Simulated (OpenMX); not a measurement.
Crystal: HfIn4SiO6.

```
CELL_PARAMETERS angstrom
2.41418 -8.12947 -0.00361
2.41418 8.12947 -0.00361
-0.98872 0.00000 4.73072
ATOMIC_POSITIONS crystal
Hf 0.00000 0.00000 0.00000
In 0.66321 0.33679 0.00000
In 0.16197 0.83803 0.50000
In 0.33679 0.66321 0.00000
In 0.83803 0.16197 0.50000
Si 0.50000 0.50000 0.50000
O 0.73033 0.73033 0.27051
O 0.26967 0.26967 0.72949
O 0.19575 0.35695 0.27609
O 0.64305 0.80425 0.72391
O 0.80425 0.64305 0.72391
O 0.35695 0.19575 0.27609
```

The cell was built by a generator and needn't be a form met in nature.

Base run:

| Quantity | Value |
| --- | --- |
| Program | OpenMX 3.8.5 |
| Functional | PBE |
| Potentials or basis | OpenMX 2013 PBE set, Hf7.0-s3p2d2f1, In7.0-s3p2d2, Si7.0-s2p2d1, O6.0-s2p2d1, grid cutoff 500 Ry |
| k mesh | 7 × 7 × 7 |
| Occupations | fermi-dirac, width 0.05 eV |
| Spin | no spin polarisation |

Its results: pressure 0.6 GPa; largest force 0.749 eV/Å.

The run is repeated on the same cell with these changes: potentials or basis from OpenMX 2013 PBE set, Hf7.0-s3p2d2f1, In7.0-s3p2d2, Si7.0-s2p2d1, O6.0-s2p2d1, grid cutoff 500 Ry to OpenMX 2013 PBE set, Hf7.0-s3p2d2, In7.0-s3p2d1, Si7.0-s2p1d1, O6.0-s2p2, grid cutoff 500 Ry. What comes out?

Pressure 1.8 GPa; largest force 0.659 eV/Å.

Caveats: the basis of atomic orbitals isn't converged, which shifts pressures, moduli and gaps.
